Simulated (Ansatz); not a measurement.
What does this script print? It uses Ansatz 0.2.0, Python API.

`run_mass.py`
```python
import ansatz as az
import numpy as np
from pymatgen.core import Lattice, Structure
from pymatgen.io.ase import AseAtomsAdaptor

pmg_structure = Structure(
    Lattice([[2.736912, -2.737796, 0.0], [2.736912, 2.737796, 0.0], [0.0, 0.0, 10.22196]]),
    ["Sn", "Sn", "Sn", "Sn", "O", "O", "O", "O"],
    [
        [0.736547, 0.263453, 0.863858],
        [0.263453, 0.736547, 0.136142],
        [0.763453, 0.236547, 0.363858],
        [0.236547, 0.763453, 0.636142],
        [0.261944, 0.238056, 0.25],
        [0.738056, 0.761944, 0.75],
        [0.238056, 0.261944, 0.75],
        [0.761944, 0.738056, 0.25],
    ],
)
xtal = az.Crystal.from_ase(AseAtomsAdaptor.get_atoms(pmg_structure))

setup = (
    xtal.calculation()
    .functional("LDA")
    .kpoints(mesh=(6, 6, 2))
    .occupations("fixed")
)
out = setup.band_table().run(threads=1, pin="off")
data = out.report
levels = np.array(data["eigenvalues_ev"])
filled = round(data["n_electrons"] / 2)
edges = {"top filled band": (filled - 1, levels[:, filled - 1].argmax()), "lowest empty band": (filled, levels[:, filled].argmin())}
gap = levels[:, filled].min() - levels[:, filled - 1].max()
print(f"gap on the mesh {gap:.3f} eV")
if gap <= 0.05:
    print("no gap: band-edge masses have no meaning here")
    edges = {}
reciprocal = 2 * np.pi * np.linalg.inv(out.lattice.cell_ang).T
step = 0.01  # 1/A

pairs = [(0, 1), (0, 2), (1, 2)]
moves = [sign * axis for axis in np.eye(3) for sign in (-1, 1)]
moves += [s1 * np.eye(3)[i] + s2 * np.eye(3)[j] for i, j in pairs for s1 in (1, -1) for s2 in (1, -1)]
for name, (band, index) in edges.items():
    together = int(np.sum(np.abs(levels[index] - levels[index, band]) < 2e-3))
    print(name, "at k =", np.round(data["kpoints_frac"][index], 4), f"E = {levels[index, band]:.4f} eV, degeneracy {together}")
    centre = np.array(data["kpoints_frac"][index]) @ reciprocal
    points = [centre] + [centre + step * move for move in moves]
    table = setup.band_structure(points, intervals=1, cartesian=True).run(threads=1, pin="off").band_structure().channels[0].eigenvalues_ev
    if together > 1:
        level = np.flatnonzero(np.abs(levels[index] - levels[index, band]) < 2e-3)
        along = (table[1, level] + table[2, level] - 2 * table[0, level]) / step ** 2
        print("  degenerate level, no single mass tensor; masses of its branches along x:", np.round(7.61996 / along, 3), "m_e")
        continue
    e = table[:, band]
    hessian = np.diag((e[1:7:2] + e[2:7:2] - 2 * e[0]) / step ** 2)
    for (i, j), (pp, pm, mp, mm) in zip(pairs, e[7:].reshape(3, 4)):
        hessian[i, j] = hessian[j, i] = (pp - pm - mp + mm) / (4 * step ** 2)
    curvatures, axes = np.linalg.eigh(hessian)
    slope = (e[2:7:2] - e[1:7:2]) / (2 * step)
    print("  slope (eV A):", np.round(slope, 3) + 0.0, "" if np.abs(slope).max() < 0.05 else "- no extremum here, so these are local curvatures and no band-edge masses")
    for curvature, axis in zip(curvatures, axes.T):
        print(f"  principal mass {7.61996 / curvature:8.3f} m_e along", np.round(axis, 2) + 0.0)
```

```console
$ python run_mass.py
DeckWarning: basis.ecutwfc = 420 eV, auto-derived from the records' recommended cutoffs: set by Sn (normal level)
gap on the mesh 0.583 eV
top filled band at k = [0. 0. 0.] E = 8.1341 eV, degeneracy 1
  slope (eV A): [0. 0. 0.]
  principal mass   -0.598 m_e along [0. 0. 1.]
  principal mass    4.811 m_e along [0. 1. 0.]
  principal mass    4.771 m_e along [1. 0. 0.]
lowest empty band at k = [-0.5 -0.5  0. ] E = 8.7168 eV, degeneracy 1
  slope (eV A): [0. 0. 0.]
  principal mass    0.451 m_e along [0. 0. 1.]
  principal mass    0.430 m_e along [0. 1. 0.]
  principal mass    0.212 m_e along [-1.  0.  0.]
```
(Warnings from the package without file and line.)

Notes:
- Semilocal gaps usually lie well under measured ones.
- The computed bands are complete only to about 4.1 eV above the Fermi level.
- This cell is a computed structure, which may not be the phase found in nature.
- Gaps and levels are Kohn-Sham values on a finite set of k-points, without spin-orbit coupling.
- The masses are finite-difference curvatures at extrema found on a coarse mesh, which needn't be the true band edges; a step that is long against the gap makes them too heavy. Negative values are curvatures of valence bands (the hole mass is their size). Spin-orbit coupling is left out, and light masses scale with the Kohn-Sham gap.
- Processor time in the engine: 24 s on 1 thread of Intel(R) Xeon(R) Processor @ 2.30GHz, with other jobs on the host, peak memory 0.69 GiB.
